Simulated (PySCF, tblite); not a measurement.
# C4H9NO2S: a rotation path, then NMR shifts on frames, part 2 of 2

tblite 0.8.0 and PySCF 2.14.0. Atoms count from 0.

### 5 NMR shieldings: image 4, PBE0/pcSseg-1

Job settings and geometry (Å):

```
{"job": {"kind": "nmr", "xc": "PBE0", "basis": "pcSseg-1", "pop": false}, "charge": 0, "multiplicity": 1}
C      2.262400     1.283400     1.769600
N      2.216100     0.605100     0.719900
C      0.993500     0.539000    -0.033900
C      0.489600    -0.899500    -0.051300
S     -1.238500    -0.965200     0.519600
C     -2.191000    -0.201600    -0.830100
O     -1.622500    -2.345800     0.612800
O     -1.382300    -0.142200     1.689400
H      3.185700     1.301400     2.330100
H      1.420200     1.860000     2.165100
H      0.209900     1.179700     0.404000
H      1.219500     0.882900    -1.048300
H      0.507300    -1.368900    -1.029300
H      1.052300    -1.513700     0.648800
H     -2.093600     0.873100    -0.758000
H     -3.223400    -0.500000    -0.696900
H     -1.812300    -0.575700    -1.771900
```

Method: GIAO PBE0/pcSseg-1 NMR shielding, non-relativistic, gas phase.

Standard output:

```text
coarse grid: 14784 points
cycle   1  E = -760.2150496014  dE =  1.707e+00  |g| = 1.146e+00  |ddm| = 3.806e+00
cycle   2  E = -759.6099049678  dE =  6.051e-01  |g| = 2.144e+00  |ddm| = 2.819e+00
cycle   3  E = -760.4501473171  dE = -8.402e-01  |g| = 1.723e-01  |ddm| = 2.041e+00
cycle   4  E = -760.4561267901  dE = -5.979e-03  |g| = 7.868e-02  |ddm| = 2.081e-01
cycle   5  E = -760.4574080234  dE = -1.281e-03  |g| = 3.103e-02  |ddm| = 7.002e-02
cycle   6  E = -760.4576084439  dE = -2.004e-04  |g| = 6.670e-03  |ddm| = 2.338e-02
cycle   7  E = -760.4576178539  dE = -9.410e-06  |g| = 1.705e-03  |ddm| = 5.964e-03
final grid: 138336 points
cycle   8  E = -760.5271605413  dE = -2.689e-05  |g| = 1.253e-02  |ddm| = 2.912e-02
cycle   9  E = -760.5271181658  dE =  4.238e-05  |g| = 1.899e-02  |ddm| = 2.628e-02
cycle  10  E = -760.5271930630  dE = -7.490e-05  |g| = 2.800e-03  |ddm| = 1.714e-02
cycle  11  E = -760.5271945566  dE = -1.494e-06  |g| = 2.433e-04  |ddm| = 2.086e-03
cycle  12  E = -760.5271945631  dE = -6.456e-09  |g| = 1.804e-04  |ddm| = 3.107e-04
cycle  13  E = -760.5271945696  dE = -6.528e-09  |g| = 4.451e-05  |ddm| = 1.496e-04
cycle  14  E = -760.5271945700  dE = -4.129e-10  |g| = 1.121e-05  |ddm| = 3.854e-05
converged SCF energy = -760.5271945700

GIAO shielding tensors (ppm)
atom      isotropic    diamagn.    paramagn.     s11        s22        s33       span
  0 C       27.299     254.699    -227.400    -71.706     37.822    115.783    187.489
  1 N     -137.566     327.514    -465.080   -514.743   -164.956    267.001    781.744
  2 C      127.339     251.020    -123.682    104.081    117.064    160.871     56.790
  3 C      123.603     258.244    -134.641     97.601    112.324    160.884     63.283
  4 S      200.350    1052.141    -851.792     42.559    188.655    369.835    327.276
  5 C      139.596     257.507    -117.911    112.684    116.642    189.461     76.778
  6 O      119.898     396.571    -276.673     69.855    113.390    176.448    106.593
  7 O      128.902     403.000    -274.098     60.778    138.688    187.241    126.463
  8 H       24.364      27.754      -3.391     22.815     24.253     26.022      3.207
  9 H       23.931      31.552      -7.620     20.872     24.199     26.722      5.850
 10 H       28.107      35.208      -7.101     25.044     28.802     30.475      5.431
 11 H       27.330      32.217      -4.887     24.351     26.454     31.184      6.834
 12 H       28.396      33.465      -5.069     25.660     28.375     31.154      5.494
 13 H       28.995      32.939      -3.944     25.746     29.027     32.213      6.467
 14 H       29.200      32.531      -3.331     25.835     28.316     33.448      7.614
 15 H       28.871      27.902       0.969     26.244     26.829     33.541      7.297
 16 H       29.463      31.928      -2.465     26.600     27.756     34.033      7.433
```

It took 26 s on 1 thread of Arm Neoverse V1, shared host; peak memory 0.85 GiB.

This run: δ C0 159.6, C3 63.3, C2 59.6, C5 47.3, H9 7.79, H8 7.35 ppm.

### 6 Nuclear shieldings: image 6, PBE0/pcSseg-1

Job settings and geometry (Å):

```
{"job": {"kind": "nmr", "xc": "PBE0", "basis": "pcSseg-1", "pop": false}, "charge": 0, "multiplicity": 1}
C      2.545900     1.263600     1.627300
N      2.225700     0.709200     0.552900
C      0.838100     0.625300     0.181100
C      0.419300    -0.836000     0.136600
S     -1.367600    -0.982000     0.457900
C     -2.168000    -0.283900    -1.017300
O     -1.691700    -2.379100     0.531700
O     -1.699500    -0.151100     1.583300
H      3.589900     1.290700     1.903000
H      1.830600     1.724900     2.317300
H      0.181600     1.143600     0.899200
H      0.736300     1.086100    -0.806800
H      0.626100    -1.326800    -0.808800
H      0.896900    -1.392300     0.941100
H     -2.122200     0.794300    -0.946000
H     -3.197000    -0.621900    -1.019600
H     -1.651600    -0.652800    -1.893400
```

With the program's defaults for keys left out, this is: GIAO PBE0/pcSseg-1 NMR shielding, non-relativistic, gas phase.

Standard output:

```text
coarse grid: 14784 points
cycle   1  E = -760.2179118805  dE =  1.705e+00  |g| = 1.145e+00  |ddm| = 3.814e+00
cycle   2  E = -759.6177558624  dE =  6.002e-01  |g| = 2.139e+00  |ddm| = 2.843e+00
cycle   3  E = -760.4526795158  dE = -8.349e-01  |g| = 1.717e-01  |ddm| = 2.056e+00
cycle   4  E = -760.4585958420  dE = -5.916e-03  |g| = 7.895e-02  |ddm| = 2.095e-01
cycle   5  E = -760.4598733137  dE = -1.277e-03  |g| = 3.199e-02  |ddm| = 7.113e-02
cycle   6  E = -760.4600867455  dE = -2.134e-04  |g| = 6.564e-03  |ddm| = 2.408e-02
cycle   7  E = -760.4600958571  dE = -9.112e-06  |g| = 1.669e-03  |ddm| = 5.971e-03
final grid: 138336 points
cycle   8  E = -760.5294111421  dE = -2.688e-05  |g| = 1.268e-02  |ddm| = 2.805e-02
cycle   9  E = -760.5293674676  dE =  4.367e-05  |g| = 1.930e-02  |ddm| = 2.680e-02
cycle  10  E = -760.5294441492  dE = -7.668e-05  |g| = 2.787e-03  |ddm| = 1.755e-02
cycle  11  E = -760.5294456292  dE = -1.480e-06  |g| = 2.436e-04  |ddm| = 2.088e-03
cycle  12  E = -760.5294456353  dE = -6.062e-09  |g| = 1.842e-04  |ddm| = 2.931e-04
cycle  13  E = -760.5294456422  dE = -6.938e-09  |g| = 4.173e-05  |ddm| = 1.516e-04
cycle  14  E = -760.5294456426  dE = -3.729e-10  |g| = 1.060e-05  |ddm| = 3.705e-05
converged SCF energy = -760.5294456426

GIAO shielding tensors (ppm)
atom      isotropic    diamagn.    paramagn.     s11        s22        s33       span
  0 C       27.432     254.472    -227.040    -72.136     39.496    114.937    187.072
  1 N     -140.121     328.039    -468.160   -526.640   -167.612    273.890    800.530
  2 C      124.884     250.846    -125.962     98.933    113.465    162.253     63.320
  3 C      122.243     258.562    -136.319     93.355    109.572    163.802     70.447
  4 S      206.311    1051.761    -845.450     47.538    194.379    377.017    329.479
  5 C      139.801     257.504    -117.704    110.796    119.066    189.539     78.743
  6 O      119.505     396.557    -277.052     74.446    107.040    177.029    102.584
  7 O      121.228     402.393    -281.166     54.611    119.629    189.443    134.832
  8 H       24.327      27.820      -3.493     22.832     24.102     26.046      3.214
  9 H       23.859      31.121      -7.263     20.930     24.066     26.580      5.651
 10 H       27.967      34.802      -6.835     24.684     28.767     30.451      5.768
 11 H       27.400      32.945      -5.545     24.755     27.108     30.338      5.583
 12 H       28.196      33.530      -5.334     25.896     27.868     30.824      4.928
 13 H       29.333      33.387      -4.054     25.955     29.586     32.459      6.504
 14 H       29.264      32.430      -3.166     26.047     28.280     33.464      7.417
 15 H       28.774      27.625       1.149     26.161     26.701     33.461      7.300
 16 H       29.298      31.983      -2.685     26.455     27.614     33.825      7.370
```

Run time: 25 s. Hardware: 1 thread of Arm Neoverse V1, shared host; peak memory 0.85 GiB.

Key values: δ C0 159.5, C3 64.7, C2 62.0, C5 47.1, H9 7.86, H8 7.39 ppm.

### 7 NMR shieldings: image 8, PBE0/pcSseg-1

Job settings and geometry (Å):

```
{"job": {"kind": "nmr", "xc": "PBE0", "basis": "pcSseg-1", "pop": false}, "charge": 0, "multiplicity": 1}
C      2.726800     1.325200     1.431300
N      2.128500     0.789900     0.473000
C      0.699800     0.636800     0.504900
C      0.334600    -0.824000     0.313900
S     -1.474600    -1.019600     0.385100
C     -2.071900    -0.334600    -1.186800
O     -1.777200    -2.423500     0.402400
O     -1.983500    -0.210000     1.457700
H      3.799800     1.429200     1.370900
H      2.236000     1.708800     2.332200
H      0.242100     1.003100     1.437100
H      0.307400     1.222400    -0.332600
H      0.670700    -1.214700    -0.641300
H      0.734500    -1.439100     1.116900
H     -1.824400     0.717300    -1.224600
H     -3.146400    -0.468000    -1.207300
H     -1.609300    -0.887200    -1.993500
```

With the program's defaults for keys left out, this is: GIAO PBE0/pcSseg-1 NMR shielding, non-relativistic, gas phase.

Standard output:

```text
coarse grid: 14784 points
cycle   1  E = -760.2198742688  dE =  1.709e+00  |g| = 1.145e+00  |ddm| = 3.816e+00
cycle   2  E = -759.6217347403  dE =  5.981e-01  |g| = 2.137e+00  |ddm| = 2.855e+00
cycle   3  E = -760.4549350947  dE = -8.332e-01  |g| = 1.721e-01  |ddm| = 2.065e+00
cycle   4  E = -760.4608626252  dE = -5.928e-03  |g| = 7.920e-02  |ddm| = 2.112e-01
cycle   5  E = -760.4621340093  dE = -1.271e-03  |g| = 3.277e-02  |ddm| = 7.213e-02
cycle   6  E = -760.4623584287  dE = -2.244e-04  |g| = 6.421e-03  |ddm| = 2.427e-02
cycle   7  E = -760.4623671455  dE = -8.717e-06  |g| = 1.627e-03  |ddm| = 5.880e-03
final grid: 138336 points
cycle   8  E = -760.5318761006  dE = -2.394e-05  |g| = 1.273e-02  |ddm| = 2.674e-02
cycle   9  E = -760.5318324320  dE =  4.367e-05  |g| = 1.933e-02  |ddm| = 2.677e-02
cycle  10  E = -760.5319092474  dE = -7.682e-05  |g| = 2.835e-03  |ddm| = 1.762e-02
cycle  11  E = -760.5319107877  dE = -1.540e-06  |g| = 2.552e-04  |ddm| = 2.125e-03
cycle  12  E = -760.5319107951  dE = -7.377e-09  |g| = 1.845e-04  |ddm| = 3.040e-04
cycle  13  E = -760.5319108020  dE = -6.964e-09  |g| = 4.244e-05  |ddm| = 1.500e-04
cycle  14  E = -760.5319108024  dE = -3.818e-10  |g| = 9.742e-06  |ddm| = 3.801e-05
converged SCF energy = -760.5319108024

GIAO shielding tensors (ppm)
atom      isotropic    diamagn.    paramagn.     s11        s22        s33       span
  0 C       28.072     253.745    -225.673    -72.127     40.129    116.214    188.341
  1 N     -138.006     328.536    -466.543   -522.135   -159.050    267.165    789.300
  2 C      123.742     250.086    -126.344     97.074    110.275    163.876     66.802
  3 C      124.012     258.486    -134.474     94.076    110.063    167.897     73.822
  4 S      206.665    1051.155    -844.491     49.914    197.146    372.934    323.020
  5 C      141.692     257.105    -115.413    112.710    123.112    189.254     76.543
  6 O      115.245     396.443    -281.198     72.041     94.189    179.506    107.465
  7 O      120.177     401.750    -281.573     62.781    106.054    191.696    128.915
  8 H       24.335      28.107      -3.772     22.807     23.897     26.301      3.494
  9 H       23.839      30.445      -6.606     20.838     24.132     26.547      5.710
 10 H       28.053      34.157      -6.104     24.882     29.491     29.786      4.904
 11 H       27.666      33.595      -5.929     24.542     28.595     29.862      5.320
 12 H       28.294      33.843      -5.549     26.115     27.623     31.143      5.028
 13 H       29.073      32.891      -3.818     25.936     29.059     32.223      6.287
 14 H       29.076      32.866      -3.790     25.699     28.448     33.083      7.384
 15 H       28.844      27.471       1.373     26.452     26.608     33.472      7.020
 16 H       29.341      31.300      -1.959     26.477     27.362     34.185      7.708
```

Wall time 25 s (1 thread of Arm Neoverse V1, shared host); peak memory 0.85 GiB.

In short: δ C0 158.9, C2 63.2, C3 62.9, C5 45.2, H9 7.88, H8 7.38 ppm.

### 8 Run by run: NMR shifts

Shifts (ppm) of some atoms, chosen among heavy atoms and hydrogens apart, with basis size and wall time:

```
  frame    C2   H13   H12     N1   S4     O6     O7  functions  time
image 0  60.0  3.30  2.75  383.8  304  235.0  229.8        188  28 s
image 2  59.0  3.20  2.97  396.2  308  224.3  209.9        188  27 s
image 4  59.6  2.72  3.32  405.3  303  216.2  207.2        188  26 s
image 6  62.0  2.38  3.52  407.8  297  216.6  214.9        188  25 s
image 8  63.2  2.64  3.42  405.7  297  220.8  215.9        188  25 s
```

### 9 Results

What follows sums up all 2 parts.

| quantity | value |
| --- | --- |
| barrier | 0.045 eV (1.0 kcal/mol) at image 4 |
| end to end (GFN2-xTB) | -0.013 eV |
| ¹³C shifts against TMS (PBE0/pcSseg-1, image 0) | 162.7, 60.5, 60.0, 47.1 ppm |
| ¹H shifts against TMS (PBE0/pcSseg-1, image 0) | 7.68, 7.40, 4.50, 3.30, 3.10, 2.90, 2.75, 2.72, 2.27 ppm |
| ¹⁵N shifts against NH3 (PBE0/pcSseg-1, image 0) | 383.8 ppm |
| ³³S shifts against CS2 (PBE0/pcSseg-1, image 0) | 304 ppm |
| ¹⁷O shifts against H2O (PBE0/pcSseg-1, image 0) | 235.0, 229.8 ppm |
| range of the shift of N1 | 383.8 to 407.8 ppm |

**Reading.** Along the band the dihedral turns by 101°, and the top (dihedral 127°) lies 1.0 kcal/mol above the start (GFN2-xTB, rough), so at room temperature this motion is fast. Ends this close can change order at a higher level. The top was not checked by a frequency run. Shifts at one fixed geometry are not the observed spectrum, which averages over the motion. In the first frame run (image 0): Shielding is most anisotropic at N1 (span 721 ppm, paramagnetic term -444 ppm). In ppm, N1 moves most: its shift spreads over 24.1 ppm, from 383.8 (image 0) to 407.8 (image 6).
